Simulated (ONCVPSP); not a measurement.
**An ONCV potential for copper, from input to tests**

Task: generate the file, and judge it by its errors in other configurations, its logarithmic derivatives, its ghosts and its cutoff.

Program: ONCVPSP 4.0.1.1 (patched build). Reference atom: PBEsol, scalar-relativistic, spherical and spin-unpolarised. All values are calculated.

## Step 1: The design

The settings as typed:

| Quantity | Value |
| --- | --- |
| element | copper (Cu, Z = 29) |
| type | optimised norm-conserving Vanderbilt (ONCV) |
| frozen core | [Ne] |
| valence charge | 19 |
| reference configuration | 3s2 3p6 3d10 4s0.5 4p0.5 |
| partial waves | 3s+4s: rc 1.25 bohr, ncon 4, nbas 9, qcut 7.4 1/bohr, 2 projectors; 3p+4p: rc 1.45 bohr, ncon 3, nbas 7, qcut 9.2 1/bohr, 3 projectors, debl 2 Ha; 3d: rc 1.40 bohr, ncon 3, nbas 8, qcut 8.6 1/bohr, 3 projectors, debl 3.6 Ha |
| local potential | polynomial inside 0.90 bohr (lpopt 5, dvloc0 4 Ha) |
| core correction | polynomial model core, fcfact 0.25 |

The nodes and maxima of the atom's own shells, from an earlier all-electron run, set the scale for the radii.

All-electron outer shells of the reference configuration (PBEsol, scalar-relativistic, ld1.x):

| shell | level (eV) | outermost node (bohr) | outermost maximum (bohr) |
| --- | --- | --- | --- |
| 2s | -1062.51 | 0.07 | 0.20 |
| 2p | -917.49 | – | 0.16 |
| 3s | -115.55 | 0.29 | 0.61 |
| 3p | -73.15 | 0.26 | 0.62 |
| 3d | -6.20 | – | 0.60 |
| 4s | -5.41 | 0.89 | 2.24 |
| 4p | -1.23 | 0.97 | 3.43 |

## Step 2: Generation

File Cu.dat:

```
# ATOM AND REFERENCE CONFIGURATION
# atsym  z   nc   nv     iexc    psfile
  Cu 29.00    3    5  -116133      upf
#
#   n    l    f
    1    0    2.00
    2    0    2.00
    2    1    6.00
    3    0    2.00
    3    1    6.00
    3    2   10.00
    4    0    0.50
    4    1    0.50
#
# PSEUDOPOTENTIAL AND OPTIMIZATION
# lmax
    2
#
#   l,   rc,      ep,       ncon, nbas, qcut
    0    1.25    0.00    4    9    7.40
    1    1.45    0.00    3    7    9.20
    2    1.40    0.00    3    8    8.60
#
# LOCAL POTENTIAL
# lloc, lpopt,  rc(5),   dvloc0
    4    5    0.90    4.00
#
# VANDERBILT-KLEINMAN-BYLANDER PROJECTORs
# l, nproj, debl
    0    2    0.40
    1    3    2.00
    2    3    3.60
#
# MODEL CORE CHARGE
# icmod, fcfact, rcfact
    1    0.25    0.00
#
# LOG DERIVATIVE ANALYSIS
# epsh1, epsh2, depsh
   -6.00    5.00    0.04
#
# OUTPUT GRID
# rlmax, drl
    6.00    0.01
#
# TEST CONFIGURATIONS
# ncnf
    4
# nvcnf
#   n    l    f
    5
    3    0    2.00
    3    1    6.00
    3    2   10.00
    4    0    1.00
    4    1    0.00
#
    5
    3    0    2.00
    3    1    6.00
    3    2   10.00
    4    0    0.00
    4    1    0.00
#
    5
    3    0    2.00
    3    1    6.00
    3    2    9.00
    4    0    0.00
    4    1    0.00
#
    5
    3    0    2.00
    3    1    6.00
    3    2   10.00
    4    0    0.00
    4    1    1.00
#
```

The run is started by

```bash
$ oncvpsp.x < Cu.dat > Cu.out
```

The output, Cu.out (without the consistency checks and plot data):

```text
ONCVPSP  (Optimized Norm-Conservinng Vanderbilt PSeudopotential)
scalar-relativistic version 4.0.1.1, modified

#   n    l    f        energy (Ha)
    1    0    2.00    -3.2501535E+02
    2    0    2.00    -3.9046479E+01
    2    1    6.00    -3.3717193E+01
    3    0    2.00    -4.2463157E+00
    3    1    6.00    -2.6882877E+00
    3    2   10.00    -2.2781062E-01
    4    0    0.50    -1.9884573E-01
    4    1    0.50    -4.5226967E-02

Reference configufation results
  iterations    34
  all-electron total energy (Ha)   -1.65341564D+03

Begin loop to  construct optimized pseudo wave functions
and semi-local pseudopoentials for all angular momenta

Calculating optimized projector #   1

 for l=   0

    Fraction of norm inside rc  0.958791
    Optimizing pswf for qcut=   7.40 a_B^-1,  ecut=  27.36 Ha
    Residual kinetic energy error=  6.65D-05 Ha

    Energy error per electron        Cutoff
         Ha          eV             Ha
         0.01000     0.27211       12.64
         0.00100     0.02721       15.99
         0.00010     0.00272       20.98
         0.00001     0.00027      140.20

Calculating optimized projector #   2

 for l=   0

    Fraction of norm inside rc  0.038319
    Optimizing pswf for qcut=   7.40 a_B^-1,  ecut=  27.36 Ha
    Residual kinetic energy error=  7.79D-05 Ha

    Energy error per electron        Cutoff
         Ha          eV             Ha
         0.01000     0.27211        8.78
         0.00100     0.02721       12.61
         0.00010     0.00272       25.96
         0.00001     0.00027      112.09

   Wellstate for l =  1  n =  5
     eigenvalue =   1.9548
     asymptotic potential =   2.4548
     half-point radius =  3.0118

Calculating optimized projector #   1

 for l=   1

    Fraction of norm inside rc  0.969821
    Optimizing pswf for qcut=   9.19 a_B^-1,  ecut=  42.27 Ha
    Residual kinetic energy error=  4.07D-06 Ha

    Energy error per electron        Cutoff
         Ha          eV             Ha
         0.01000     0.27211       26.74
         0.00100     0.02721       32.36
         0.00010     0.00272       36.72
         0.00001     0.00027       40.43

Calculating optimized projector #   2

 for l=   1

    Fraction of norm inside rc  0.014661
    Optimizing pswf for qcut=   9.19 a_B^-1,  ecut=  42.27 Ha
    Residual kinetic energy error=  4.42D-07 Ha

    Energy error per electron        Cutoff
         Ha          eV             Ha
         0.01000     0.27211       15.58
         0.00100     0.02721       24.33
         0.00010     0.00272       31.16
         0.00001     0.00027       36.40

Calculating optimized projector #   3

 for l=   1

    Fraction of norm inside rc  0.118858
    Optimizing pswf for qcut=   9.19 a_B^-1,  ecut=  42.27 Ha
    Residual kinetic energy error=  9.11D-06 Ha

    Energy error per electron        Cutoff
         Ha          eV             Ha
         0.01000     0.27211       24.75
         0.00100     0.02721       32.05
         0.00010     0.00272       37.45
         0.00001     0.00027       42.73

   Wellstate for l =  2  n =  5
     eigenvalue =   3.3722
     asymptotic potential =   3.8722
     half-point radius =  2.7042

   Wellstate for l =  2  n =  7
     eigenvalue =   6.9722
     asymptotic potential =   7.4722
     half-point radius =  3.1644

Calculating optimized projector #   1

 for l=   2

    Fraction of norm inside rc  0.788170
    Optimizing pswf for qcut=   8.60 a_B^-1,  ecut=  37.02 Ha
    Residual kinetic energy error=  1.03D-03 Ha

    Energy error per electron        Cutoff
         Ha          eV             Ha
         0.01000     0.27211       31.38
         0.00100     0.02721       37.97
         0.00010     0.00272      140.12

Calculating optimized projector #   2

 for l=   2

    Fraction of norm inside rc  0.136850
    Optimizing pswf for qcut=   8.60 a_B^-1,  ecut=  37.02 Ha
    Residual kinetic energy error=  6.52D-03 Ha

    Energy error per electron        Cutoff
         Ha          eV             Ha
         0.01000     0.27211       35.54
         0.00100     0.02721       91.17
         0.00010     0.00272      198.00

Calculating optimized projector #   3

 for l=   2

    Fraction of norm inside rc  0.085104
    Optimizing pswf for qcut=   8.60 a_B^-1,  ecut=  37.02 Ha
    Residual kinetic energy error=  2.31D-02 Ha

    Energy error per electron        Cutoff
         Ha          eV             Ha
         0.01000     0.27211       39.98
         0.00100     0.02721       67.94
         0.00010     0.00272      140.78
         0.00001     0.00027      267.06

Construct Vanderbilt / Kleinmman-Bylander projectors

B matrix Hermiticity error, ll=   0
   1   2    4.3424E-04

  Orthonormal projector coefficients  7.9787E+00  1.4404E+00

B matrix Hermiticity error, ll=   1
   1   2    1.3652E-04
   1   3   -5.8760E-04
   2   3    4.0783E-05

  Orthonormal projector coefficients  2.1583E+01 -1.6959E+00 -4.6305E-01

B matrix Hermiticity error, ll=   2
   1   2   -3.7181E-04
   1   3   -3.6920E-04
   2   3   -2.3837E-04

  Orthonormal projector coefficients -1.7525E+01 -7.7817E+00 -3.4165E+00

Model core correction analysis
  based on d2Exc/dn_idn_j

d2excae - all-electron derivatives

   -4.233259D-02   -3.933528D-02   -2.735785D-02   -1.333415D-03
   -3.828195D-04
   -3.935327D-02   -3.776533D-02   -2.678123D-02   -1.319660D-03
   -3.653875D-04
   -2.750638D-02   -2.695655D-02   -2.241487D-02   -1.258739D-03
   -2.688899D-04
   -1.552853D-03   -1.635752D-03   -1.731149D-03   -3.151484D-04
   -3.924185D-05
   -4.291431D-04   -4.335993D-04   -3.809783D-04   -5.756102D-05
   -9.016884D-06

d2excps - pseudofunction derivatives with no core correction

   -6.043876D-02   -4.260660D-02   -2.447130D-02   -2.500689D-03
   -5.328868D-04
   -4.262579D-02   -3.967931D-02   -2.691400D-02   -1.508509D-03
   -4.290109D-04
   -2.461934D-02   -2.708917D-02   -2.325714D-02   -9.973182D-04
   -2.283288D-04
   -2.721177D-03   -1.824415D-03   -1.469809D-03   -3.617434D-04
   -4.221491D-05
   -5.792122D-04   -4.971779D-04   -3.404230D-04   -6.052643D-05
   -9.829918D-06

rms 2nd derivative error    3.864266E-03

Polynomial model core charge

d2excps - pseudofunction derivatives with core correction

   -4.233372D-02   -3.770484D-02   -2.368810D-02   -1.517489D-03
   -4.378231D-04
   -3.772273D-02   -3.766952D-02   -2.654851D-02   -1.253988D-03
   -3.906295D-04
   -2.383638D-02   -2.672366D-02   -2.321077D-02   -9.566814D-04
   -2.209925D-04
   -1.736777D-03   -1.569881D-03   -1.429171D-03   -3.081051D-04
   -3.728126D-05
   -4.841115D-04   -4.587947D-04   -3.330867D-04   -5.559276D-05
   -9.103261D-06

rms 2nd derivative error    1.153686E-03

Pseudoatom total energy -186.782701

Diagnostic tests using Vanderbilt-Kleinman-Bylander pseudopotentials
  1 or more projectors used as specified by nproj input data

   l    rcore       rmatch      e in        delta e   norm test  slope test

   0   1.2513936   1.2893886  -4.2463157   0.0000105   1.0002089   1.0001882
   0   1.2513936   1.2893886  -0.1988457   0.0000052   1.0000469   1.0000360

   1   1.4532604   1.4973846  -2.6882877   0.0000149   1.0001589   1.0001534
   1   1.4532604   1.4973846  -0.0452270   0.0000029   1.0000844   1.0000430
   1   1.4532604   1.4973846   1.9547730   0.0001230   1.0002181   1.0002181

   2   1.4020244   1.4445929  -0.2278106  -0.0002809   0.9998513   0.9994331
   2   1.4020244   1.4445929   3.3721894  -0.0011055   1.0003182   1.0003182
   2   1.4020244   1.4445929   6.9721894  -0.0004645   1.0002634   1.0002634

 Testing for bound ghosts
   n   l    E NL Schr. Eq   E Basis Diag.   E Cutoff

   1   0       -4.246305       -4.246304    223.94
   2   0       -0.198840       -0.037224    223.94

   2   1       -2.688273       -2.688258    144.27
   3   1       -0.045224        0.149064    144.27

   3   2       -0.228091       -0.224049    225.56

 Testing for highly-localized positive-energy ghosts
       l    <radius>/rc     E Basis Diag.   E Cutoff

       1        0.767150       65.105481    144.27  WARNING - GHOST(+)

Test configuration 0

   n   l     f        eae           eps        diff
   1   0  2.0000 -325.01535113
   2   0  2.0000  -39.04647861
   2   1  6.0000  -33.71719251
   3   0  2.0000   -4.24631569   -4.24630515    1.05D-05
   3   1  6.0000   -2.68828770   -2.68827280    1.49D-05
   3   2 10.0000   -0.22781062   -0.22809150   -2.81D-04
   4   0  0.5000   -0.19884573   -0.19884049    5.25D-06
   4   1  0.5000   -0.04522697   -0.04522406    2.91D-06

    Total energies and differences
      AE_ref= -1.65341564D+03  AE_tst= -1.65341564D+03  dif=  0.00D+00
      PS_ref= -1.86782701D+02  PS_tst= -1.86782701D+02  dif=  3.21D-12
      PSP excitation error= -3.21D-12

Test configuration 1

   n   l     f        eae           eps        diff
   1   0  2.0000 -324.97347039
   2   0  2.0000  -39.00749990
   2   1  6.0000  -33.67798976
   3   0  2.0000   -4.20429104   -4.20390511    3.86D-04
   3   1  6.0000   -2.64592314   -2.64588607    3.71D-05
   3   2 10.0000   -0.18594224   -0.18604568   -1.03D-04
   4   0  1.0000   -0.16936025   -0.16948509   -1.25D-04

    Total energies and differences
      AE_ref= -1.65341564D+03  AE_tst= -1.65349048D+03  dif= -7.48D-02
      PS_ref= -1.86782701D+02  PS_tst= -1.86857540D+02  dif= -7.48D-02
      PSP excitation error=  3.12D-06

Test configuration 2

   n   l     f        eae           eps        diff
   1   0  2.0000 -325.28907822
   2   0  2.0000  -39.31314948
   2   1  6.0000  -33.98450218
   3   0  2.0000   -4.51954537   -4.51999719   -4.52D-04
   3   1  6.0000   -2.96243084   -2.96238071    5.01D-05
   3   2 10.0000   -0.50135177   -0.50210352   -7.52D-04

    Total energies and differences
      AE_ref= -1.65341564D+03  AE_tst= -1.65319260D+03  dif=  2.23D-01
      PS_ref= -1.86782701D+02  PS_tst= -1.86559813D+02  dif=  2.23D-01
      PSP excitation error=  1.54D-04

Test configuration 3

psatom: WARNING lschvkbb convergence error n,l,iter=   3   1   4
ea(ii),et,emin,emax -4.968660E-02 -5.465526E-02 -5.465526E-02 -5.465526E-02
run_config: WARNING for fully non-local PS atom, stg. 1
 WARNING no output for configuration 4

Test configuration 4

   n   l     f        eae           eps        diff
   1   0  2.0000 -325.05156589
   2   0  2.0000  -39.07983274
   2   1  6.0000  -33.75075676
   3   0  2.0000   -4.28271452   -4.28318928   -4.75D-04
   3   1  6.0000   -2.72499099   -2.72507449   -8.35D-05
   3   2 10.0000   -0.26382359   -0.26433584   -5.12D-04
   4   1  1.0000   -0.06264015   -0.06261338    2.68D-05

    Total energies and differences
      AE_ref= -1.65341564D+03  AE_tst= -1.65333717D+03  dif=  7.85D-02
      PS_ref= -1.86782701D+02  PS_tst= -1.86704257D+02  dif=  7.84D-02
      PSP excitation error=  2.91D-05
```

Run time: 4.3 s. Hardware: 1 thread of AMD EPYC 9R45, shared host.

All-electron and pseudo partial waves u(r) = r·R(r), from the program's wave files:

| r (bohr) | 3p AE | 3p PS |
| --- | --- | --- |
| 0.072 | -0.4939 | 0.0389 |
| 0.145 | -0.6299 | 0.1517 |
| 0.217 | -0.2902 | 0.3200 |
| 0.290 | 0.2041 | 0.5248 |
| 0.362 | 0.6421 | 0.7343 |
| 0.435 | 0.9622 | 0.9285 |
| 0.507 | 1.1503 | 1.0817 |
| 0.580 | 1.2330 | 1.1844 |
| 0.652 | 1.2372 | 1.2292 |
| 0.725 | 1.1896 | 1.2203 |
| 0.798 | 1.1107 | 1.1658 |
| 0.870 | 1.0170 | 1.0796 |
| 0.942 | 0.9173 | 0.9746 |
| 1.015 | 0.8169 | 0.8611 |
| 1.088 | 0.7211 | 0.7501 |
| 1.160 | 0.6333 | 0.6494 |
| 1.232 | 0.5533 | 0.5604 |
| 1.305 | 0.4804 | 0.4825 |
| 1.378 | 0.4156 | 0.4158 |
| 1.450 | 0.3593 | 0.3593 |
| 1.522 | 0.3099 | 0.3098 |
| 1.595 | 0.2662 | 0.2661 |
| 1.668 | 0.2282 | 0.2282 |
| 1.740 | 0.1958 | 0.1958 |
| 1.812 | 0.1678 | 0.1678 |
| 1.885 | 0.1434 | 0.1433 |

Densities times 4π (e/bohr³); a dash where the program caps the true core:

```
r (bohr)  pseudo valence  true core  model core
   0.072           23.53          –       400.8
   0.217           34.09          –       270.1
   0.362           48.73      64.64       61.25
   0.507           56.75      4.858       4.858
   0.652           51.35     0.3443      0.3443
   0.798           35.94    0.02352     0.02352
   0.942           20.39   0.001691    0.001691
   1.088           9.959  0.0001194   0.0001194
   1.232           4.777  8.867e-06   8.867e-06
   1.378           2.558   6.89e-07    6.89e-07
   1.522           1.548  6.385e-08   6.385e-08
   1.668          0.9765          0           0
   1.812           0.648          0           0
```

## Step 3: Transferability, from the output's test configurations

1 test gave no usable energy difference (3s2 3p6 3d9 4s0 4p0).

The tests as a table, with energies relative to 3s2 3p6 3d10 4s0.5 4p0.5.

```tsv
valence configuration	charge	ΔE all-electron (eV)	error AE − PS (meV)
3s2 3p6 3d10 4s1 4p0	0	-2.036	+0.1
3s2 3p6 3d10 4s0 4p0	+1	6.069	+4.2
3s2 3p6 3d10 4s0 4p1	0	2.135	+0.8
```

## Step 4: Logarithmic derivatives

Taken from the files of the generation run. The phase is arctan(r·R′/R) of the radial function R, unwrapped, with energies in Ha. A pole is an energy at which the radial function vanishes at the test radius. The pseudo phase is shifted by a multiple of π to meet the all-electron one at the reference energy. Levels narrower than the energy grid can be missing from the poles. The last column is the largest difference on the grid between −0.5 and +0.5 Ha.

```tsv
channel	radius (bohr)	reference (Ha)	poles AE	poles PS	window around the reference with phases within 0.05 rad (Ha)	largest difference near zero (rad)
s	1.27	-0.20	-3.71	-3.71	the whole range	0.000
p	1.47	-0.05	-2.41	-2.41	the whole range	0.000
d	1.42	-0.23	0.38	0.38	the whole range	0.001
```

Phases (rad) along the scan:

| E (Ha) | d AE | d PS | p AE | p PS |
| --- | --- | --- | --- | --- |
| -5.96 | 1.320 | 1.319 | 1.291 | 1.291 |
| -5.40 | 1.304 | 1.304 | 1.263 | 1.263 |
| -4.84 | 1.285 | 1.284 | 1.224 | 1.224 |
| -4.28 | 1.261 | 1.261 | 1.159 | 1.159 |
| -3.72 | 1.231 | 1.230 | 1.016 | 1.016 |
| -3.16 | 1.190 | 1.189 | 0.307 | 0.307 |
| -2.60 | 1.130 | 1.130 | -1.432 | -1.432 |
| -2.04 | 1.033 | 1.032 | -1.718 | -1.718 |
| -1.48 | 0.835 | 0.834 | -1.841 | -1.841 |
| -0.92 | 0.261 | 0.260 | -1.947 | -1.947 |
| -0.36 | -0.953 | -0.954 | -2.076 | -2.076 |
| 0.20 | -1.484 | -1.484 | -2.272 | -2.272 |
| 0.76 | -1.707 | -1.707 | -2.618 | -2.618 |
| 1.32 | -1.875 | -1.876 | -3.198 | -3.198 |
| 1.88 | -2.076 | -2.077 | -3.785 | -3.785 |
| 2.44 | -2.410 | -2.411 | -4.137 | -4.136 |
| 3.00 | -3.034 | -3.036 | -4.328 | -4.328 |
| 3.56 | -3.737 | -3.738 | -4.444 | -4.444 |
| 4.12 | -4.132 | -4.133 | -4.520 | -4.520 |
| 4.68 | -4.332 | -4.333 | -4.576 | -4.576 |

## Step 5: Plane-wave cutoff and ghosts

Read off the output, the cutoffs (Ha) at which the residual kinetic energy of the hardest occupied pseudo-wave falls to 1 and 0.1 mHa per electron: 38 Ha and 140 Ha.

The program's own ghost test: no bound ghost flagged; GHOST(+) flagged for p at 1771.6 eV.

Cutoff (Ha) at which the first wave of each channel reaches a given error (Ha per electron):

```csv
error,s,p,d
1.0e-02,12.6,26.7,31.4
3.2e-03,14.4,29.8,34.1
1.0e-03,16.0,32.4,38.0
3.2e-04,17.5,34.7,91.1
1.0e-04,21.0,36.7,140.1
3.2e-05,66.7,38.6,213.6
```

## Step 6: Outcome

```
                                                quantity                                                 value
  cutoffs for 1 and 0.1 mHa per electron, occupied waves                                      38 Ha and 140 Ha
                                            bound ghosts                                            none found
                                          GHOST(+) flags                                          p at 1772 eV
                            largest test error (AE − PS)  +4.2 meV, for 3s2 3p6 3d10 4s0 4p0 (1 test unsolved)
largest phase difference near zero energy, channels read                                             0.001 rad
 rms error of d²Exc/dn², without and with the model core                                     3.86 and 1.15 mHa
```

What this shows: By total energies transferability is very good where solved: the largest error is 4.2 meV on 6.1 eV, for 3s2 3p6 3d10 4s0 4p0. Of the tests 1 gave no usable energy difference, which is a warning in itself. The potential is hard: the looser tolerance needs 38 Ha. The tighter tolerance needs 140 Ha, and converged work needs a cutoff nearer that. At the looser tolerance the 3d wave is the slowest; 3p needs 32 Ha. No bound ghost shows below the valence levels. Near zero energy the phases of the channels with partial waves agree within 0.001 rad. The program also flags highly localised states, GHOST(+) (p). All of this concerns the isolated atom, not yet a solid.
